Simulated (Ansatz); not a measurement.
This script for a convergence test of the plane-wave cutoff of TePb, space group Fm-3m with the Python package of Ansatz (0.2.0) holds a mistake.

Script `ecut_tepb.py`:
```python
import ansatz as az
import pandas as pd


def main() -> None:
    crystal = (
        az.Lattice.fcc(6.462)
        .space_group(225)
        .atom("Te", (0.5, 0.0, 0.0))
        .atom("Pb", (0.0, 0.0, 0.0))
        .primitive()
    )

    job = (
        crystal.calculation()
        .functional("pbe")
        .kpts(6, center="gamma")
        .occupations("fixed")
        .band_table()
    )

    rows = []
    for value in [250, 300, 350, 400, 450, 500]:
        rep = job.basis(value).run(threads=1, backend="cpu").report
        rows.append((value, rep["free_energy_ev"] / len(rep["lattice"]["sites"]), rep["n_iterations"], rep["gap_by_band_count_ev"], rep["n_pw"]))

    table = pd.DataFrame(rows, columns=["cutoff (eV)", "F/atom (eV)", "iterations", "gap by band count (eV)", "plane waves"])
    print(table.round(5).to_string(index=False))

    for row in rows[:-1]:
        shift = 1000 * (row[1] - rows[-1][1])
        print(f"{row[0]}: {shift:+.2f} meV/atom" + ("  (within 2 meV)" if abs(shift) < 2 else ""))


if __name__ == "__main__":
    main()
```

Output of `python ecut_tepb.py`:
```text
Traceback (most recent call last):
  File "ecut_tepb.py", line 36, in <module>
    main()
    ~~~~^^
  File "ecut_tepb.py", line 17, in main
    .kpts(6, center="gamma")
     ^^^^
AttributeError: 'Calculation' object has no attribute 'kpts'
```

Why does it end like this?

The fault: the chain has no step of that name. The correction:

```diff
--- before
+++ after
@@ -16,3 +16,3 @@
         .functional("pbe")
-        .kpts(6, center="gamma")
+        .kpoints(6, center="gamma")
         .occupations("fixed")
```

With that change:

```console
$ python ecut_tepb.py
DeckWarning: basis.ecutwfc = 250 eV is below the records' recommended 420 eV, and the density's cutoff is lower with it unless basis.ecutrho_ratio is high enough to keep the records' density cutoff: compare with a run at a higher cutoff
DeckWarning: basis.ecutwfc = 300 eV is below the records' recommended 420 eV, and the density's cutoff is lower with it unless basis.ecutrho_ratio is high enough to keep the records' density cutoff: compare with a run at a higher cutoff
DeckWarning: basis.ecutwfc = 350 eV is below the records' recommended 420 eV, and the density's cutoff is lower with it unless basis.ecutrho_ratio is high enough to keep the records' density cutoff: compare with a run at a higher cutoff
DeckWarning: basis.ecutwfc = 400 eV is below the records' recommended 420 eV, and the density's cutoff is lower with it unless basis.ecutrho_ratio is high enough to keep the records' density cutoff: compare with a run at a higher cutoff
 cutoff (eV)  F/atom (eV)  iterations  gap by band count (eV)  plane waves
         250  -9442.84946           7                 0.75119          609
         300  -9443.53157           7                 0.73207          821
         350  -9443.58066           6                 0.73002          965
         400  -9443.58225           6                 0.73020         1243
         450  -9443.58302           6                 0.73026         1459
         500  -9443.58330           6                 0.73024         1687
250: +733.84 meV/atom
300: +51.73 meV/atom
350: +2.64 meV/atom
400: +1.05 meV/atom  (within 2 meV)
450: +0.29 meV/atom  (within 2 meV)
```
(Warnings from the package without file and line.)

Spin-orbit coupling, left out here, can change this gap by several tenths of an eV, and inverted bands can meet off the mesh. The structure is a deposited one; some such entries were measured under pressure or heat, so a shift against it needn't be the functional's error alone. Levels are Kohn-Sham eigenvalues on this mesh, without spin-orbit coupling. Shifts are counted from the last row, which is itself no proven limit. Timing: 7.1 s on 1 thread of Arm Neoverse V2 (shared host), peak memory 0.43 GiB.
